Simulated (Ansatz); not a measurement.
# C4H9NSeSi: vertical ionisation energy

Aim: the vertical ionisation energy of C4H9NSeSi, as cation minus neutral at the neutral's geometry, on several levels, and how well −ε(HOMO) stands in for it.

Method: unrestricted cation, the program's frozen cores in correlated methods; program: Ansatz 0.2.0, Gaussian basis.

The runs, in order: UKS PBE-D4/def2-TZVPP; UKS r2SCAN-D4/def2-TZVPP; UKS PBE0-D4/def2-TZVPP; UKS B3LYP-D4/def2-TZVPP; UKS wB97X-V/def2-TZVPP; UKS wB97M-V/def2-TZVPP; UKS B2PLYP/def2-TZVPP; UHF-CCSD(T)/def2-TZVPP; UHF-MP2/def2-QZVPP; extrapolation to the limit; then −ε(HOMO) from the neutral's earlier runs with LDA (SPW92), PBE-D4, revPBE-D4, BLYP-D4, r2SCAN-D4, B97M-V, PBE0-D4, B3LYP-D4, r2SCANh-D4, r2SCAN0-D4, HSE06-D4, BHLYP-D4, CAM-B3LYP-D4, LC-ωPBE, ωB97X-V, ωB97M-V.

## 1. The geometry

An earlier PBE0-D4 in a triple-zeta def2 set relaxation fixed the geometry.

SMILES `C=C([SiH3])CC(N)=[Se]`, 16 atoms, charge 0, spin multiplicity 1.

Atoms are counted from 1 here; the program's logs count them from 0.

Bond lengths: C1–C2 1.333 Å, C1–H8 1.085 Å, C1–H9 1.089 Å, C2–Si3 1.877 Å, C2–C4 1.506 Å, Si3–H10 1.486 Å, Si3–H11 1.486 Å, Si3–H12 1.486 Å, C4–C5 1.511 Å, C4–H13 1.098 Å, C4–H14 1.090 Å, C5–N6 1.329 Å, C5–Se7 1.795 Å, N6–H15 1.006 Å, N6–H16 1.009 Å. Angles: C2–C1–H8 122.0°, C2–C1–H9 121.6°, H8–C1–H9 116.4°, C1–C2–Si3 120.4°, C1–C2–C4 121.1°, Si3–C2–C4 118.5°, C2–Si3–H10 108.5°, C2–Si3–H11 109.6°, C2–Si3–H12 110.6°, H10–Si3–H11 110.0°, H10–Si3–H12 109.7°, H11–Si3–H12 108.5°, C2–C4–C5 113.4°, C2–C4–H13 109.9°, C2–C4–H14 111.5°, C5–C4–H13 107.1°, C5–C4–H14 107.5°, H13–C4–H14 107.1° and more.

## 2. Cation, UKS PBE-D4/def2-TZVPP

in.yaml reads:

```yaml
crystal:
  periodic: [false, false, false]
  atoms:
    - {symbol: C, position_ang: [-0.714187, -1.669566, -0.774506]}
    - {symbol: C, position_ang: [-0.141954, -0.827509, 0.086331]}
    - {symbol: Si, position_ang: [1.672394, -1.009578, 0.530111]}
    - {symbol: C, position_ang: [-0.929378, 0.285816, 0.726273]}
    - {symbol: C, position_ang: [-0.523779, 1.660450, 0.247912]}
    - {symbol: N, position_ang: [-0.307090, 1.749687, -1.060371]}
    - {symbol: Se, position_ang: [-0.389749, 3.064379, 1.357569]}
    - {symbol: H, position_ang: [-0.160117, -2.475124, -1.245866]}
    - {symbol: H, position_ang: [-1.771017, -1.596946, -1.026662]}
    - {symbol: H, position_ang: [2.229605, -2.159007, -0.228868]}
    - {symbol: H, position_ang: [1.807546, -1.252436, 1.990048]}
    - {symbol: H, position_ang: [2.419912, 0.227994, 0.187392]}
    - {symbol: H, position_ang: [-1.996714, 0.167262, 0.498882]}
    - {symbol: H, position_ang: [-0.828787, 0.272721, 1.811684]}
    - {symbol: H, position_ang: [-0.042146, 2.635561, -1.456850]}
    - {symbol: H, position_ang: [-0.324560, 0.926296, -1.643080]}
basis:
  gaussian: {orbitals: def2-TZVPP}
total_charge: 1
magnetization: {spin_polarized: true, initial_magnetization: 1}
hamiltonian: {xc: pbe, dispersion: d4}
```

Started as:

```sh
ansatz run in.yaml --threads 2 --pin off --events-out ev --progress --plain --max-ram 32768MiB --backend cuda --devices 0, --max-vram 18GiB
```

After this run come: Cation, UKS r2SCAN-D4/def2-TZVPP; Cation, UKS PBE0-D4/def2-TZVPP; Cation, UKS B3LYP-D4/def2-TZVPP; Cation, UKS wB97X-V/def2-TZVPP; Cation, UKS wB97M-V/def2-TZVPP; Cation, UKS B2PLYP (frozen core)/def2-TZVPP; Cation, UHF-CCSD(T)/def2-TZVPP; Cation, UHF-MP2/def2-QZVPP.

Q: Predict the results of all the runs planned. Wanted: ionisation energy, CCSD(T)/CBS; nearest functional by difference; nearest −ε(HOMO); −ε(HOMO) of PBE; T1 of the cation.

As calculated:

```
                        quantity                value
  ionisation energy, CCSD(T)/CBS              8.01 eV
nearest functional by difference  B3LYP-D4 (-0.14 eV)
                nearest −ε(HOMO)   ωB97X-V (+0.02 eV)
                 −ε(HOMO) of PBE              4.68 eV
                T1 of the cation                0.014
```

**Reading.** By cation minus neutral, the functionals miss by 0.25 eV at most. −ε(HOMO) of PBE misses by 3.3 eV, since self-interaction lifts the level. Among orbital estimates ωB97X-V comes nearest. Hartree-Fock falls 1.36 eV short, as the neutral has more correlation energy than the cation. Correlated methods include outer-core shells of Se, which these sets cover unevenly. With outer-core shells in play the reference is unsure by up to some tenths of an eV, so close misses can't be ranked.
